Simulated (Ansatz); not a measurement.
**C6H18IN3Zr: basis-set convergence**

The task here is to estimate one member of a computed series from the others.

Computed with Ansatz 0.2.0, Gaussian basis. Level: one geometry, several basis sets.

Plan: PBE0-D4/def2-SVP; ωB97M-V/def2-SVP; PBE0-D4/def2-QZVPP; ωB97M-V/def2-QZVPP; the functionals' def2-TZVPP values are taken from earlier runs.

### The geometry

The geometry comes from an earlier relaxation with PBE0-D4 in a triple-zeta def2 set; it is a stationary point, not always the lowest conformer. Zr, I take the def2 core potential; no spin-orbit term is included.

29 atoms, charge 0, spin multiplicity 1.

Atoms are counted from 1 here; the program's logs count them from 0.

Bond lengths: C1–N2 1.445 Å, C1–H12 1.099 Å, C1–H13 1.099 Å, C1–H14 1.099 Å, N2–C3 1.437 Å, N2–Zr4 2.018 Å, C3–H15 1.099 Å, C3–H16 1.100 Å, C3–H17 1.092 Å, Zr4–I5 2.799 Å, Zr4–N6 2.018 Å, Zr4–N9 2.018 Å, N6–C7 1.445 Å, N6–C8 1.437 Å, C7–H18 1.099 Å, C7–H19 1.099 Å, C7–H20 1.099 Å, C8–H21 1.092 Å and more. Angles: N2–C1–H12 111.9°, N2–C1–H13 111.0°, N2–C1–H14 111.9°, H12–C1–H13 107.2°, H12–C1–H14 108.1°, H13–C1–H14 106.6°, C1–N2–C3 113.3°, C1–N2–Zr4 112.7°, C3–N2–Zr4 133.9°, N2–C3–H15 111.4°, N2–C3–H16 111.6°, N2–C3–H17 110.5°, H15–C3–H16 107.2°, H15–C3–H17 107.7°, H16–C3–H17 108.1°, N2–Zr4–I5 110.0°, N2–Zr4–N6 108.9°, N2–Zr4–N9 108.9° and more.

The first run:

in.yaml reads:

```yaml
crystal:
  periodic: [false, false, false]
  atoms:
    - {symbol: C, position_ang: [-2.645751, -0.934621, 0.842898]}
    - {symbol: N, position_ang: [-1.246163, -1.256054, 0.682740]}
    - {symbol: C, position_ang: [-0.839882, -2.412793, 1.433125]}
    - {symbol: Zr, position_ang: [-0.312976, -0.042883, -0.632801]}
    - {symbol: I, position_ang: [-1.550501, -0.213514, -3.137108]}
    - {symbol: N, position_ang: [-0.396715, 1.853675, 0.052207]}
    - {symbol: C, position_ang: [0.239372, 2.797942, -0.837487]}
    - {symbol: C, position_ang: [-1.015061, 2.474739, 1.191608]}
    - {symbol: N, position_ang: [1.621100, -0.600279, -0.778998]}
    - {symbol: C, position_ang: [2.871907, 0.076654, -0.570301]}
    - {symbol: C, position_ang: [1.777428, -1.948468, -1.274982]}
    - {symbol: H, position_ang: [-2.893663, -0.694241, 1.886724]}
    - {symbol: H, position_ang: [-2.922225, -0.061778, 0.234403]}
    - {symbol: H, position_ang: [-3.294899, -1.759945, 0.519929]}
    - {symbol: H, position_ang: [-0.998325, -2.268476, 2.511458]}
    - {symbol: H, position_ang: [-1.406591, -3.307603, 1.137342]}
    - {symbol: H, position_ang: [0.221514, -2.616647, 1.278002]}
    - {symbol: H, position_ang: [-0.475025, 3.533007, -1.232692]}
    - {symbol: H, position_ang: [0.676913, 2.287287, -1.707206]}
    - {symbol: H, position_ang: [1.052247, 3.345936, -0.339697]}
    - {symbol: H, position_ang: [-1.484349, 1.723205, 1.829744]}
    - {symbol: H, position_ang: [-0.279460, 3.018699, 1.801394]}
    - {symbol: H, position_ang: [-1.787081, 3.197613, 0.890334]}
    - {symbol: H, position_ang: [2.702037, 1.090391, -0.201841]}
    - {symbol: H, position_ang: [3.494470, -0.447721, 0.168773]}
    - {symbol: H, position_ang: [3.456133, 0.144120, -1.499515]}
    - {symbol: H, position_ang: [2.325775, -2.584822, -0.565601]}
    - {symbol: H, position_ang: [2.309801, -1.971930, -2.235633]}
    - {symbol: H, position_ang: [0.799980, -2.421505, -1.446809]}
basis:
  gaussian: {orbitals: def2-SVP}
hamiltonian: {xc: pbe0, dispersion: d4}
output: {orbitals: {seedname: orbitals}}
```

On the command line:

```
ansatz run in.yaml --threads 11 --pin off --events-out ev --progress --plain --max-ram 174080MiB --backend cuda --devices 0, --max-vram 75GiB
```

Steps of the session up to this table: PBE0-D4 in def2-SVP; ωB97M-V in def2-SVP; PBE0-D4 in def2-QZVPP; ωB97M-V in def2-QZVPP.

One table of the session follows, with a row left open; its other results are not shown here.

It belongs to the step «Functionals by basis». 

| functional | basis | HOMO (eV) | LUMO (eV) |
| --- | --- | --- | --- |
| PBE0-D4 | def2-SVP | ? | ? |
| PBE0-D4 | def2-TZVPP | -6.47 | -0.33 |
| PBE0-D4 | def2-QZVPP | -6.49 | -0.36 |
| ωB97M-V | def2-SVP | -8.59 | 1.48 |
| ωB97M-V | def2-TZVPP | -8.66 | 1.09 |
| ωB97M-V | def2-QZVPP | -8.68 | 0.69 |

**Question.** Estimate the row for PBE0-D4, def2-SVP.

**Answer.** HOMO (eV): -6.41; LUMO (eV): -0.23. In the column «HOMO (eV)» it is the highest.
